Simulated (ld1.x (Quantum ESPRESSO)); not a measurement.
# Mo: a PAW potential and its near relatives, part 3 of 3

One potential is built and tested. Then a few of its settings are changed, to learn what that costs or gains.

ld1.x (Quantum ESPRESSO) 7.5; first potential PBE, scalar-relativistic. Step numbers count through all parts.

## (6) Variant: local potential all-electron potential smoothed inside 2.75 bohr (lloc = -1)

Input file Mo.in:

```
 &input
   title='Mo', zed=42., rel=1, dft='PBE', iswitch=3,
   config='[Kr] 4d5 5s0.5 5p0',
   nld=3, rlderiv=3.05, eminld=-3.0, emaxld=5.0, deld=0.02
 /
 &inputp
   pseudotype=3, lpaw=.true., tm=.true., lloc=-1, rcloc=2.75,
   nlcc=.true., new_core_ps=.true., rcore=1.70,
   which_augfun='BG', rmatch_augfun=2.25,
   file_pseudopw='Mo.UPF', file_wfcaegen='ae.wfc', file_wfcncgen='nc.wfc', file_beta='beta', file_chi='chi', file_wfcusgen='us.wfc'
 /
6
5S  1  0   0.50   0.00  2.40  2.80  0.0
5S  1  0   0.00   1.00  2.40  2.80  0.0
5P  2  1   0.00   0.00  2.55  2.80  0.0
5P  2  1   0.00   2.80  2.55  2.80  0.0
4D  3  2   5.00   0.00  2.25  2.55  0.0
4D  3  2   0.00   0.10  2.25  2.55  0.0
 &test
   configts(1)='4d5 5s0.5 5p0'
 /
```

Started as:

```console
ld1.x < Mo.in > Mo.out
```

The output, Mo.out (without the banner and most projector matrices):

```text
     Program LD1 v.7.5
     [... all-electron run as in step 2 ...]


     --------------------- Generating PAW atomic setup --------------------

      Generating local potential from pseudized AE potential:
      Matching radius rcloc =   2.7500

      Local pseudo, rcloc= 2.752 Estimated cut-off energy=     3.16 Ry

      Computing core charge for nlcc:

       r > 1.71 : true rho core
      Core charge pseudized with two Bessel functions
      Integrated core pseudo-charge :  10.68
      Wfc-us  5S rcutus= 2.822  Estimated cut-off energy=     5.54 Ry
      Wfc-us  5S rcutus= 2.822  Estimated cut-off energy=     8.37 Ry
      Wfc-us  5P rcutus= 2.822  Estimated cut-off energy=     8.82 Ry
      Wfc-us  5P rcutus= 2.822  Estimated cut-off energy=    15.08 Ry
      Wfc-us  4D rcutus= 2.553  Estimated cut-off energy=    17.88 Ry
      Wfc-us  4D rcutus= 2.553  Estimated cut-off energy=    26.16 Ry

     Required augmentation: BG   radius:    2.250000
     Message from routine us2paw:
     WARNING: using Bloechl style augmentation functions is not a good idea, as analytical overlap are not implemented in pwscf: use BESSEL or GAUSS instead.
     Message from routine us2paw:
     WARNING: using Bloechl style augmentation functions is not a good idea, as analytical overlap are not implemented in pwscf: use BESSEL or GAUSS instead.
     Message from routine us2paw:
     WARNING: using Bloechl style augmentation functions is not a good idea, as analytical overlap are not implemented in pwscf: use BESSEL or GAUSS instead.
     Message from routine us2paw:
     WARNING: using Bloechl style augmentation functions is not a good idea, as analytical overlap are not implemented in pwscf: use BESSEL or GAUSS instead.
     [... 1 repeated line left out ...]
     WARNING: using Bloechl style augmentation functions is not a good idea, as analytical overlap are not implemented in pwscf: use BESSEL or GAUSS instead.
     [... 1 repeated line left out ...]
     WARNING: using Bloechl style augmentation functions is not a good idea, as analytical overlap are not implemented in pwscf: use BESSEL or GAUSS instead.
     [... 1 repeated line left out ...]
     WARNING: using Bloechl style augmentation functions is not a good idea, as analytical overlap are not implemented in pwscf: use BESSEL or GAUSS instead.
     [... 1 repeated line left out ...]
     WARNING: using Bloechl style augmentation functions is not a good idea, as analytical overlap are not implemented in pwscf: use BESSEL or GAUSS instead.
     [... 1 repeated line left out ...]
     WARNING: using Bloechl style augmentation functions is not a good idea, as analytical overlap are not implemented in pwscf: use BESSEL or GAUSS instead.
     [... 1 repeated line left out ...]
     WARNING: using Bloechl style augmentation functions is not a good idea, as analytical overlap are not implemented in pwscf: use BESSEL or GAUSS instead.
     [... 1 repeated line left out ...]
     WARNING: using Bloechl style augmentation functions is not a good idea, as analytical overlap are not implemented in pwscf: use BESSEL or GAUSS instead.
     [... 1 repeated line left out ...]
     WARNING: using Bloechl style augmentation functions is not a good idea, as analytical overlap are not implemented in pwscf: use BESSEL or GAUSS instead.
     [... 1 repeated line left out ...]
     WARNING: using Bloechl style augmentation functions is not a good idea, as analytical overlap are not implemented in pwscf: use BESSEL or GAUSS instead.
     [... 1 repeated line left out ...]
     WARNING: using Bloechl style augmentation functions is not a good idea, as analytical overlap are not implemented in pwscf: use BESSEL or GAUSS instead.
     [... 1 repeated line left out ...]
     WARNING: using Bloechl style augmentation functions is not a good idea, as analytical overlap are not implemented in pwscf: use BESSEL or GAUSS instead.
     [... 1 repeated line left out ...]
     WARNING: using Bloechl style augmentation functions is not a good idea, as analytical overlap are not implemented in pwscf: use BESSEL or GAUSS instead.
     [... 1 repeated line left out ...]
     WARNING: using Bloechl style augmentation functions is not a good idea, as analytical overlap are not implemented in pwscf: use BESSEL or GAUSS instead.
     [... 1 repeated line left out ...]
     WARNING: using Bloechl style augmentation functions is not a good idea, as analytical overlap are not implemented in pwscf: use BESSEL or GAUSS instead.
     [... 1 repeated line left out ...]
     WARNING: using Bloechl style augmentation functions is not a good idea, as analytical overlap are not implemented in pwscf: use BESSEL or GAUSS instead.
     [... 1 repeated line left out ...]
     WARNING: using Bloechl style augmentation functions is not a good idea, as analytical overlap are not implemented in pwscf: use BESSEL or GAUSS instead.
     [... 1 repeated line left out ...]
     WARNING: using Bloechl style augmentation functions is not a good idea, as analytical overlap are not implemented in pwscf: use BESSEL or GAUSS instead.
     [... 1 repeated line left out ...]
     WARNING: using Bloechl style augmentation functions is not a good idea, as analytical overlap are not implemented in pwscf: use BESSEL or GAUSS instead.
     [... 1 repeated line left out ...]
     WARNING: using Bloechl style augmentation functions is not a good idea, as analytical overlap are not implemented in pwscf: use BESSEL or GAUSS instead.
     [... 1 repeated line left out ...]
     WARNING: using Bloechl style augmentation functions is not a good idea, as analytical overlap are not implemented in pwscf: use BESSEL or GAUSS instead.
     [... 1 repeated line left out ...]
     WARNING: using Bloechl style augmentation functions is not a good idea, as analytical overlap are not implemented in pwscf: use BESSEL or GAUSS instead.
     [... 1 repeated line left out ...]
     WARNING: using Bloechl style augmentation functions is not a good idea, as analytical overlap are not implemented in pwscf: use BESSEL or GAUSS instead.
     Gaussians generated with zeta:     6.111883

     Estimated PAW energy = -256.023551 Ryd

     The PAW screened D coefficients
     0.49448     0.56917     0.00000     0.00000     0.00000     0.00000
     0.56917     0.67157     0.00000     0.00000     0.00000     0.00000
     0.00000     0.00000     0.09080     0.22307     0.00000     0.00000
     0.00000     0.00000     0.22307     0.57272     0.00000     0.00000
     0.00000     0.00000     0.00000     0.00000    -0.85109    -0.52727
     0.00000     0.00000     0.00000     0.00000    -0.52727    -0.36356

     The PAW descreened D coefficients (US)
     0.04933     0.01563     0.00000     0.00000     0.00000     0.00000
     0.01563    -0.00875     0.00000     0.00000     0.00000     0.00000
     0.00000     0.00000     0.15650     0.20373     0.00000     0.00000
     0.00000     0.00000     0.20373     0.28248     0.00000     0.00000
     0.00000     0.00000     0.00000     0.00000     1.32575     0.80176
     0.00000     0.00000     0.00000     0.00000     0.80176     0.44580

     ------------------- End of pseudopotential generation -------------------

     [... all-electron run as in step 2 ...]


     Computing logarithmic derivative in   3.06057
     Computing logarithmic derivative in   3.06057
     Computing the partial wave expansion
     R is outside the sphere for l=    0 j= 0.00
     R is outside the sphere for l=    0 j= 0.00
     R is outside the sphere for l=    1 j= 0.00
     R is outside the sphere for l=    1 j= 0.00
     R is outside the sphere for l=    2 j= 0.00
     R is outside the sphere for l=    2 j= 0.00

     ---------------------- Testing the pseudopotential ----------------------

     Mo
     scalar relativistic calculation

     atomic number is 42.00   valence charge is  6.00
     dft = SLA  PW   PBX  PBC   lsd =0 sic =0 latt =0  beta=0.20 tr2=1.0E-14
     mesh =1229 r(mesh) = 100.71859 xmin = -7.00 dx = 0.01250

     n l     nl             e AE (Ry)        e PS (Ry)    De AE-PS (Ry)
     3 2     4D   1( 5.00)       -0.51001       -0.51001        0.00000
     1 0     5S   1( 0.50)       -0.50411       -0.50411        0.00000
     2 1     5P   1( 0.00)       -0.24675       -0.24675        0.00000

     eps = 2.7E-15  iter =  3

     Etot =   -8097.043394 Ry,   -4048.521697 Ha, -110165.887629 eV
     Etotps =  -256.023553 Ry,    -128.011777 Ha,   -3483.377900 eV

     Ekin =      41.592017 Ry,      20.796009 Ha,     565.888222 eV
     Encl =     -64.289147 Ry,     -32.144573 Ha,    -874.698405 eV
     Ehrt =      13.466315 Ry,       6.733157 Ha,     183.218544 eV
     Ecxc =    -246.792738 Ry,    -123.396369 Ha,   -3357.786261 eV
     (Ecc =     -15.222522 Ry,      -7.611261 Ha,    -207.112965 eV)

     ---------------------- End of pseudopotential test ----------------------
```

Run time: 2.1 s. Hardware: 1 thread, shared host. This counts the later configuration tests of the new file too.

The new file went through the configuration test as well (its log is not shown).

The tests as a table, with energies relative to 4d5 5s0.5 5p0.

```csv
valence configuration,charge,ΔE all-electron (eV),error AE − PS (meV)
4d5 5s1 5p0,0,-2.727,+0.2
4d5 5s0 5p0,+1,4.163,-1.4
4d4 5s0 5p0,+2,19.625,-81
4d4 5s1 5p0,+1,5.337,-43
4d5.5 5s0.5 5p0,0,-2.447,-4.2
4d3 5s0 5p0,+3,46.369,-511
4d5 5s0 5p1,0,0.414,-0.2
```

Against the first potential, the loose cutoff stays at 15 Ry, the largest test error goes from -513 to -511 meV and there is no bound ghost.

## (7) Comparison

This closing draws on all 3 parts.

Cutoffs, loose and tight: the cutoffs (Ry, on a coarse ladder) from which the occupation-weighted sum of valence levels, in a spherical-Bessel basis at the reference potential, stays within 10 and 1 mRy of its value at 400 Ry; empty and scattering waves don't count. The number of plane waves in a given cell goes as the cutoff to the power 3/2; it is given for the loose cutoff, relative to the first potential. Test errors are all-electron less pseudo. The phase difference is the largest within 1 Ry of zero, over the channels with partial waves.

| change | outcome | cutoff, loose | cutoff, tight | plane waves, relative | bound ghosts | largest test error (meV) | phase difference near zero (rad) | lowest overlap eigenvalue (Bessel basis) |
| --- | --- | --- | --- | --- | --- | --- | --- | --- |
| first potential | generated | 15 Ry | 25 Ry | 1.00 | none | -513 | 0.009 | 0.487 |
| local potential all-electron potential smoothed inside 2.75 bohr (lloc = -1) | generated | 15 Ry | 25 Ry | 1.00 | none | -511 | 0.010 | 0.474 |

Among those with the same tests, the variant "local potential all-electron potential smoothed inside 2.75 bohr (lloc = -1)" has the smallest worst error, -511 meV.

The first potential by itself. The worst unpolarised test, 4d3 5s0 5p0, is off by 513 meV on 46.4 eV; by total energies transferability rates as poor. That test lies far up in energy; among those under 40 eV, nearer to bonding, the largest error is 81 meV. By its cutoff, 15 Ry for the looser tolerance, it is soft on the atom at that tolerance. The slowest occupied level is 4d: taken alone it needs 18 Ry to come within 1 mRy, against 6 Ry or less for 5s. It is free of bound ghosts as far as tested.
